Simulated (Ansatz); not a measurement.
# BLYP/STO-3G run of BSiH5 (boranylsilane)

Aim: the electronic atomisation energy of BSiH5 (boranylsilane) at BLYP/STO-3G, from 4 runs. 

The results are computed with Ansatz 0.2.0.

47 further runs of the same task are left out: 47 set aside as unsound or not needed.

## 1. The system as given

BSiH5: 7 atoms, total charge 0, spin state singlet. As SMILES, `B[SiH3]`. The coordinates come from a PBE0-D4/def2-TZVP relaxation.

Bond lengths: B1–Si2 2.010 Å, B1–H3 1.196 Å, B1–H4 1.195 Å, Si2–H5 1.492 Å, Si2–H6 1.492 Å, Si2–H7 1.487 Å. Angles: B1–Si2–H5 108.8°, B1–Si2–H6 108.8°, B1–Si2–H7 115.1°, Si2–B1–H3 118.9°, Si2–B1–H4 123.6°, H5–Si2–H6 107.3°, H5–Si2–H7 108.3°, H6–Si2–H7 108.3°, H3–B1–H4 117.5°.

## 2. The energy at BLYP/STO-3G

input.yaml

```yaml
crystal:
  periodic: [false, false, false]
  atoms:
    - symbol: B
      position_ang: [-0.043200, -1.189000, 0.204300]
    - symbol: Si
      position_ang: [0.089100, 0.785300, -0.148500]
    - symbol: H
      position_ang: [-1.126000, -1.690600, 0.290100]
    - symbol: H
      position_ang: [0.906400, -1.902500, 0.335400]
    - symbol: H
      position_ang: [-0.616000, 1.093400, -1.427200]
    - symbol: H
      position_ang: [-0.623600, 1.516700, 0.939600]
    - symbol: H
      position_ang: [1.474500, 1.318800, -0.239500]
basis:
  gaussian: {orbitals: STO-3G}
hamiltonian: {xc: {name: BLYP}}
accuracy: high
```

Started as:

```console
ansatz run input.yaml --threads 1 --pin off --max-ram 2610MiB --events-out events.jsonl --progress --plain --runs-dir runs
```

The program printed:

```text
Warning: RAYON_NUM_THREADS=1 ignored (pool sized by the plan → 1); use --threads N
Functional definition: BLYP
  name "BLYP"
  parameter beta = 0.0042
  parameter a = 0.04918
  parameter b = 0.132
  parameter c = 0.2533
  parameter d = 0.349
  exchange = b88_x(beta = beta)
  correlation = lyp_c(a = a, b = b, c = c, d = d)
334 factors; integrals over basis functions are off by at most 1.3e-8 eV
mean field evaluation 1: about -8531.6553 eV, gradient 1.7e1 eV
mean field evaluation 2: about -8531.7826 eV, gradient 1.5e1 eV
mean field evaluation 4: about -8532.5829 eV, gradient 9.7e-2 eV
mean field evaluation 8: about -8532.4907 eV, gradient 1.7e-3 eV
mean field -8532.49068697 eV, -313.5632492164 hartree, gradient 5.9e-8 eV, S^2 0.000000; 0 other end points of the search recorded, 0 dependent functions left out
reference -8532.49072627 eV, -313.5632506607 hartree; 12, 12 occupied and 7, 7 virtual orbitals, 334 factors
Total energy: -8532.49072627 eV, -313.5632506607 hartree
```

It took 1.1 s on 1 thread of Arm Neoverse V2, shared host; peak memory 0.098 GiB.

## 3. The B atom

run.yaml

```yaml
crystal:
  periodic: [false, false, false]
  atoms:
    - {symbol: B, position_ang: [0.000000, 0.000000, 0.000000]}
basis:
  gaussian:
    orbitals: STO-3G
total_charge: 0
magnetization:
  spin_polarized: true
  initial_magnetization: 1
hamiltonian:
  xc: {name: BLYP}
accuracy: high
```

Run the same way, it converges to -24.26591 Eh (log not shown).

## 4. The H atom, same level

in.yaml

```yaml
basis:
  gaussian:
    orbitals: STO-3G
crystal:
  periodic: [false, false, false]
  atoms:
    - {symbol: H, position_ang: [0.000000, 0.000000, 0.000000]}
magnetization:
  spin_polarized: true
  initial_magnetization: 1
hamiltonian:
  xc: {name: BLYP}
accuracy: high
```

Run the same way, it converges to -0.46274 Eh (log not shown).

## 5. The Si atom at the same level

job.yaml

```yaml
crystal:
  periodic: [false, false, false]
  atoms:
    - {symbol: Si, position_ang: [0.000000, 0.000000, 0.000000]}
basis:
  gaussian: {orbitals: STO-3G}
magnetization: {spin_polarized: true, initial_magnetization: 2}
hamiltonian: {xc: {name: BLYP}}
accuracy: high
```

Run the same way, it converges to -285.90455 Eh (log not shown).

## 6. Outcome

At BLYP/STO-3G:

| quantity | value |
| --- | --- |
| molecule: total energy | -313.56325 Eh |
| B atom: total energy | -24.26591 Eh |
| B atom: ⟨S²⟩ | 0.750 |
| H atom: total energy | -0.46274 Eh |
| H atom: ⟨S²⟩ | 0.750 |
| Si atom: total energy | -285.90455 Eh |
| Si atom: ⟨S²⟩ | 2.000 |
| electronic atomisation energy | 29.363 eV |

Taking the molecule apart into free atoms costs 29.36 eV (2833 kJ/mol), before zero-point energy and without spin-orbit coupling. In a minimal basis such a difference can be off by several eV, whatever the method.
